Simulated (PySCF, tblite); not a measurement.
**C₆H₇O₂ radical: geometry, infrared bands and EPR parameters**

Aim: predict the infrared bands and EPR parameters of C₆H₇O₂ radical (`C=C1CC[C@H]1C([O])=O`).

Computed with tblite 0.8.0 and PySCF 2.14.0, with density-fitted response routines of our own, on a single molecule in the gas phase. Atoms count from 0, in the outputs and in this text.

### Step 1. The starting structure

15 atoms, charge 0, multiplicity 2; geometry from: force field or distance geometry start.

Bonds of the start (Å): C0–C1 1.32, C1–C2 1.49, C2–C3 1.51, C3–C4 1.50, C4–C5 1.47, C5–O6 1.41, C5–O7 1.25, C4–C1 1.52, C0–H8 1.08, C0–H9 1.11, C2–H10 1.11, C2–H11 1.12, C3–H12 1.12, C3–H13 1.11, C4–H14 1.10.

### Step 2. Relaxing the molecule with GFN2-xTB

The job: settings as JSON, then the geometry in Å.

```
{"job": {"kind": "relax", "xc": "GFN2-xTB", "basis": "xTB"}, "charge": 0, "multiplicity": 2}
C     -0.751700     1.971400    -0.251700
C     -0.472200     0.692600    -0.095000
C     -1.049700    -0.648500    -0.408400
C     -0.306800    -1.199300     0.788500
C      0.667400    -0.079900     0.555600
C      1.725600    -0.323200    -0.436400
O      2.355000     0.783100    -1.040300
O      2.058500    -1.498200    -0.703600
H     -0.038600     2.683400     0.147700
H     -1.682500     2.290400    -0.757700
H     -2.153600    -0.726800    -0.310000
H     -0.640000    -1.122600    -1.338600
H     -0.889200    -1.017700     1.722500
H      0.109700    -2.214600     0.647400
H      1.063700     0.417800     1.458100
```

On the command line:

```sh
$ OMP_NUM_THREADS=1 python probes_run.py task.json out
```

The driver reads the jobs from task.json and runs them one after another.

What it wrote:

```text
step      E/eV     max force
  0    -663.75093    7.573
  1    -665.05449    3.399
  2    -664.92989   10.699
  3    -665.37735    1.000
  4    -665.44456    0.744
  5    -665.51312    0.638
  6    -665.53592    0.579
  7    -665.56902    0.659
  8    -665.61886    0.654
  9    -665.64836    0.511
 10    -665.67933    0.558
 11    -665.72626    0.585
 12    -665.77755    1.049
 13    -665.83270    0.737
 14    -665.87311    0.604
 15    -665.89835    0.610
 16    -665.90726    0.729
 17    -665.92186    0.349
 18    -665.93441    0.273
 19    -665.94641    0.324
 20    -665.95958    0.358
 21    -665.97487    0.314
 22    -665.98640    0.355
 23    -665.99400    0.282
 24    -665.99977    0.195
 25    -666.00517    0.190
 26    -666.00976    0.192
 27    -666.01271    0.150
 28    -666.01469    0.128
 29    -666.01663    0.131
 30    -666.01888    0.141
 31    -666.02129    0.150
 32    -666.02326    0.107
 33    -666.02451    0.086
 34    -666.02547    0.073
 35    -666.02651    0.100
 36    -666.02760    0.080
 37    -666.02850    0.080
 38    -666.02917    0.063
 39    -666.02967    0.070
 40    -666.03004    0.064
 41    -666.03032    0.041
 42    -666.03056    0.042
 43    -666.03083    0.044
 44    -666.03113    0.056
 45    -666.03140    0.049
 46    -666.03163    0.034
 47    -666.03184    0.035
 48    -666.03205    0.040
 49    -666.03223    0.036
 50    -666.03238    0.026
 51    -666.03252    0.027
 52    -666.03264    0.032
 53    -666.03275    0.030
 54    -666.03284    0.020
 55    -666.03292    0.020
 56    -666.03302    0.024
 57    -666.03312    0.035
 58    -666.03325    0.039
 59    -666.03341    0.038
 60    -666.03369    0.055
 61    -666.03422    0.089
 62    -666.03513    0.116
 63    -666.03627    0.118
 64    -666.03720    0.081
 65    -666.03782    0.064
 66    -666.03834    0.060
 67    -666.03902    0.074
 68    -666.03956    0.067
 69    -666.03979    0.037
 70    -666.03986    0.020
 71    -666.03992    0.026
 72    -666.04003    0.053
 73    -666.04022    0.075
 74    -666.04048    0.086
 75    -666.04076    0.070
 76    -666.04098    0.041
 77    -666.04113    0.029
 78    -666.04124    0.040
 79    -666.04135    0.035
 80    -666.04145    0.028
 81    -666.04156    0.033
 82    -666.04171    0.027
 83    -666.04187    0.029
 84    -666.04202    0.029
 85    -666.04213    0.025
 86    -666.04222    0.035
 87    -666.04231    0.022
 88    -666.04239    0.028
 89    -666.04248    0.026
 90    -666.04259    0.032
 91    -666.04273    0.037
 92    -666.04294    0.035
 93    -666.04322    0.037
 94    -666.04340    0.073
 95    -666.04358    0.089
 96    -666.04368    0.039
 97    -666.04376    0.018
 98    -666.04379    0.021
 99    -666.04384    0.026
100    -666.04387    0.026
101    -666.04390    0.016
102    -666.04392    0.015
103    -666.04394    0.023
104    -666.04397    0.018
105    -666.04400    0.028
106    -666.04402    0.015
107    -666.04404    0.012
108    -666.04408    0.033
109    -666.04413    0.047
110    -666.04427    0.043
111    -666.04443    0.149
112    -666.04480    0.163
113    -666.04491    0.083
114    -666.04498    0.058
115    -666.04503    0.037
116    -666.04508    0.024
117    -666.04514    0.023
118    -666.04518    0.025
119    -666.04522    0.036
120    -666.04526    0.024
121    -666.04532    0.026
122    -666.04541    0.051
123    -666.04555    0.076
124    -666.04569    0.087
125    -666.04583    0.087
126    -666.04594    0.071
127    -666.04604    0.084
128    -666.04612    0.083
129    -666.04620    0.070
130    -666.04629    0.053
131    -666.04640    0.055
132    -666.04653    0.068
133    -666.04666    0.085
134    -666.04677    0.099
135    -666.04569    0.424
136    -666.04693    0.019
137    -666.04701    0.015
138    -666.04704    0.180
139    -666.04717    0.015
140    -666.04721    0.020
141    -666.04723    0.095
142    -666.04727    0.027
143    -666.04729    0.022
144    -666.04735    0.042
145    -666.04737    0.024
146    -666.04739    0.030
147    -666.04740    0.011
148    -666.04741    0.018
149    -666.04741    0.002
```

Run time: 2.4 s. Hardware: 1 thread of Intel Xeon at 2.50GHz, shared host.

Step by step: (not every step is listed) (the energy doesn't fall at every step)

```csv
step,energy from step 0 (eV),largest force (eV/Å)
0,0.0000,7.5730
1,-1.3036,3.3987
2,-1.1790,10.6990
3,-1.6264,1.0003
4,-1.6936,0.7444
5,-1.7622,0.6381
6,-1.7850,0.5790
7,-1.8181,0.6594
8,-1.8679,0.6543
21,-2.2239,0.3136
34,-2.2745,0.0727
47,-2.2809,0.0347
60,-2.2828,0.0553
73,-2.2893,0.0747
86,-2.2913,0.0347
99,-2.2929,0.0257
112,-2.2939,0.1627
125,-2.2949,0.0866
138,-2.2961,0.1802
144,-2.2964,0.0424
145,-2.2964,0.0236
146,-2.2965,0.0301
147,-2.2965,0.0110
148,-2.2965,0.0182
149,-2.2965,0.0024
```

Close pairs (by a distance rule), those that changed most:

```csv
bond,before (Å),after (Å),change (Å)
C4–C5,1.471,3.023,+1.552
C5–O6,1.409,1.144,-0.265
C1–C4,1.523,1.392,-0.130
C5–O7,1.250,1.145,-0.106
C0–C1,1.318,1.358,+0.040
C2–C3,1.513,1.547,+0.034
C2–H11,1.122,1.088,-0.034
C0–H9,1.106,1.075,-0.031
```

The next job starts from the end point, and lists it.

### Step 3. Infrared spectrum with GFN2-xTB

The job: settings as JSON, then the geometry in Å.

```
{"job": {"kind": "ir", "xc": "GFN2-xTB", "basis": "xTB"}, "charge": 0, "multiplicity": 2}
C     -0.543174     1.843511    -0.506342
C     -0.508090     0.618889     0.079473
C     -1.250075    -0.672113    -0.199583
C     -0.452579    -1.287945     0.974276
C      0.199545     0.043937     1.131698
C      2.301943    -0.058297    -1.038335
O      2.794942     0.886945    -0.624038
O      1.840747    -1.011463    -1.472693
H      0.083256     2.644144    -0.154875
H     -1.197833     2.046993    -1.334712
H     -2.326265    -0.621646    -0.047280
H     -1.042150    -1.114070    -1.171837
H     -1.055583    -1.615999     1.823343
H      0.216151    -2.105055     0.695733
H      0.934751     0.410160     1.823259
```

What it wrote:

```text
mode    cm-1     km/mol
  1      20.9      0.02
  2      40.2      0.01
  3      55.0      0.08
  4      66.1      1.03
  5      84.5      0.17
  6     188.8      1.56
  7     334.5      0.23
  8     418.4      2.38
  9     514.5      5.27
 10     581.3    111.54
 11     598.6     50.11
 12     616.3      8.88
 13     717.6      0.68
 14     761.0     19.32
 15     787.7     11.37
 16     918.2      0.60
 17     961.1      1.72
 18     978.9      0.06
 19    1001.7      3.94
 20    1040.8      0.11
 21    1070.5      2.34
 22    1132.1      0.17
 23    1179.7      6.43
 24    1210.7      2.85
 25    1248.4      2.89
 26    1323.8     11.54
 27    1404.3      2.76
 28    1417.9      2.42
 29    1440.2      2.21
 30    1458.4      3.97
 31    1559.9      2.34
 32    2587.8    866.03
 33    2938.4     22.72
 34    2966.9     44.02
 35    3007.7     41.10
 36    3016.3     33.77
 37    3111.1      9.18
 38    3128.3     44.27
 39    3146.0     35.92
```

It took 1.2 s on 1 thread of Intel Xeon at 2.50GHz, shared host.

The strongest bands and the atoms that carry them (share of the mass-weighted mode):

```csv
cm⁻¹,km/mol,atoms
581,111.5,"C5 68 %, O7 14 %, O6 14 %"
599,50.1,"C5 70 %, O7 13 %, O6 13 %"
2588,866.0,"C5 73 %, O6 14 %, O7 14 %"
2967,44.0,"H12 49 %, H13 47 %"
3008,41.1,"H10 57 %, H11 33 %"
3016,33.8,"H11 60 %, H10 36 %"
3128,44.3,H14 90 %
3146,35.9,"H9 51 %, H8 39 %"
```

The optimised geometry no longer has the bonds of the starting formula, so what follows describes that rearranged structure.

### Step 4. EPR parameters: B3LYP/pcH-1

Settings changed since step 3:

```diff
@@ -1,2 +1,2 @@
-{"job": {"kind": "ir", "xc": "GFN2-xTB", "basis": "xTB"}, "charge": 0, "multiplicity": 2}
+{"job": {"kind": "epr", "basis": "pcH-1"}, "charge": 0, "multiplicity": 2}
 C     -0.543174     1.843511    -0.506342
```

With the program's defaults for keys left out, this is: UKS B3LYP, pcH-1 on C H O, non-relativistic, mean-field spin-orbit, GIAO.

What it wrote:

```text
UKS, coarse grid
  cycle   1  E = -383.08867146  |g| = 6.90e-01
  cycle   2  E = -382.80995370  |g| = 1.15e+00
  cycle   3  E = -383.26347313  |g| = 6.97e-02
  cycle   4  E = -383.26546186  |g| = 3.73e-02
  cycle   5  E = -383.26615665  |g| = 1.04e-02
  cycle   6  E = -383.26621541  |g| = 7.08e-03
  cycle   7  E = -383.26624629  |g| = 3.79e-03
  cycle   8  E = -383.26625332  |g| = 2.31e-03
  cycle   9  E = -383.26625587  |g| = 6.60e-04
UKS, final grid
  cycle   1  E = -383.26624551  |g| = 1.23e-03
  cycle   2  E = -383.26624318  |g| = 2.70e-03
  cycle   3  E = -383.26624615  |g| = 2.93e-04
  cycle   4  E = -383.26624619  |g| = 4.86e-05
  cycle   5  E = -383.26624619  |g| = 2.21e-05
E = -383.26624619 Eh   <S^2> = 0.7757 (exact 0.7500)
g shifts (ppm)      1          2          3
  rmc          -138       -138       -138
  gc              2         31         27
  oz_so           2        618        727
  total        -133        512        617
hyperfine (MHz)  atom isotope    a_iso     a_fc   dipolar eigenvalues
    0   13C      50.11      50.11    -48.70    -47.25     95.95
    1   13C     -48.68     -48.68    -28.02      9.67     18.35
    2   13C       7.45       7.45     -1.20     -0.21      1.41
    3   13C     -24.51     -24.51     -1.95      0.82      1.13
    4   13C      61.58      61.58    -53.29    -51.27    104.56
    5   13C      -0.09      -0.09     -0.58     -0.29      0.88
    6   17O      -0.46      -0.46     -1.28      0.37      0.91
    7   17O      -0.12      -0.12     -1.09      0.50      0.58
    8    1H     -38.31     -38.31    -20.94     -1.20     22.14
    9    1H     -39.92     -39.92    -23.62     -0.25     23.86
   10    1H     -16.29     -16.29     -2.20     -0.53      2.73
   11    1H     -16.20     -16.20     -2.22     -0.52      2.74
   12    1H      80.93      80.93     -3.18     -2.44      5.62
   13    1H      81.41      81.41     -3.13     -2.55      5.68
   14    1H     -41.25     -41.25    -23.62     -1.00     24.62
```

It took 2.4 min on 1 thread of Intel Xeon at 2.50GHz, shared host; peak memory 1 GiB.

Principal g values 2.00219, 2.00283, 2.00294; g(iso) = 2.00265, against 2.00232 for a free electron.

Hyperfine couplings, nucleus by nucleus at this fixed geometry (no averaging over rotations):

```csv
nuclei,isotope,a(iso) (MHz),"a(iso) (G, at g = 2.0023)",largest dipolar term (MHz)
H13,1H,81.4,29.0,5.7
H12,1H,80.9,28.9,5.6
C4,13C,61.6,22.0,104.6
C0,13C,50.1,17.9,96.0
C1,13C,-48.7,-17.4,-28.0
H14,1H,-41.3,-14.7,24.6
H9,1H,-39.9,-14.2,23.9
H8,1H,-38.3,-13.7,22.1
C3,13C,-24.5,-8.7,-2.0
H10,1H,-16.3,-5.8,2.7
H11,1H,-16.2,-5.8,2.7
C2,13C,7.5,2.7,1.4
O6,17O,-0.5,-0.2,-1.3
O7,17O,-0.1,0.0,-1.1
```

Mulliken spin populations:

C0 0.66; C1 -0.26; C2 0.02; C3 -0.06; C4 0.67; C5 0.00; O6 0.00; O7 0.00; H8 -0.03; H9 -0.03; H10 -0.01; H11 -0.01; H12 0.03; H13 0.03; H14 -0.03

The fields below are evaluated on a grid from the run's orbitals.

ELF in a plane through or near 5 of the atoms.

Values, 10 rows by 14 columns:
```
0.00 0.00 0.00 0.00 0.00 0.00 0.00 0.00 0.00 0.00 0.00 0.00 0.00 0.00
0.00 0.00 0.00 0.00 0.00 0.02 0.03 0.00 0.00 0.00 0.00 0.00 0.00 0.00
0.00 0.00 0.00 0.01 0.07 0.54 0.51 0.13 0.00 0.01 0.01 0.00 0.00 0.00
0.00 0.00 0.01 0.27 0.70 0.30 0.65 0.40 0.08 0.58 0.65 0.02 0.00 0.00
0.00 0.00 0.00 0.03 0.37 0.58 0.50 0.27 0.57 0.42 0.06 0.01 0.00 0.00
0.00 0.00 0.22 0.50 0.20 0.03 0.65 0.39 0.52 0.35 0.73 0.46 0.02 0.00
0.00 0.04 0.75 0.50 0.76 0.45 0.03 0.13 0.75 0.97 0.31 0.10 0.01 0.00
0.00 0.01 0.45 0.71 0.57 0.29 0.03 0.00 0.74 0.98 0.32 0.01 0.00 0.00
0.00 0.00 0.00 0.04 0.02 0.01 0.00 0.00 0.01 0.02 0.00 0.00 0.00 0.00
0.00 0.00 0.00 0.00 0.00 0.00 0.00 0.00 0.00 0.00 0.00 0.00 0.00 0.00
```
The map spans 10.4 Å across and 10.0 Å up, centred on the molecule. Atoms in the plane (x, y in Å): C0 (-1.1, 1.7), C1 (-0.1, 0.8), C3 (1.5, -0.6), O6 (-2.6, -1.5), H13 (1.5, -1.6).

On the surface of density 0.002 e/bohr³ the electrostatic potential runs, from the 1st to the 99th percentile, from -0.74 V near O6 to 1.39 V near C5.

The spin density lies nearest to C0, C4 about 33 % each; C1 10 % (beta excess).

### Step 5. What came out

| quantity | value |
| --- | --- |
| strongest single infrared mode (GFN2-xTB) | 2588 cm⁻¹, 866 km/mol |
| zero-point energy (GFN2-xTB) | 70.1 kcal/mol |
| g(iso) (B3LYP) | 2.00265 |
| ⟨S²⟩ | 0.776 (exact 0.75) |
| largest a(iso) | 1H on H13, 81.4 MHz |
| surface potential, 1st and 99th percentile | -0.74 V and 1.39 V |

**Reading.** Relaxing lowered the energy by 2.296 eV in 149 steps; the close pair that moved most is C4–C5, from 1.471 to 3.023 Å. No mode is imaginary among the 39: a minimum at this level. The strongest single mode, at 2588 cm⁻¹, moves mainly C5. Unscaled tight-binding wavenumbers are off by several per cent, some by more. Its intensities can rank the bands wrongly. The structure rearranged or came apart on optimisation; the results belong to the end geometry, not to the formula as drawn. The largest spin populations lie on C4 (0.67 e), C0 (0.66 e). The isotropic g lies 0.3 ppt above the free-electron value.
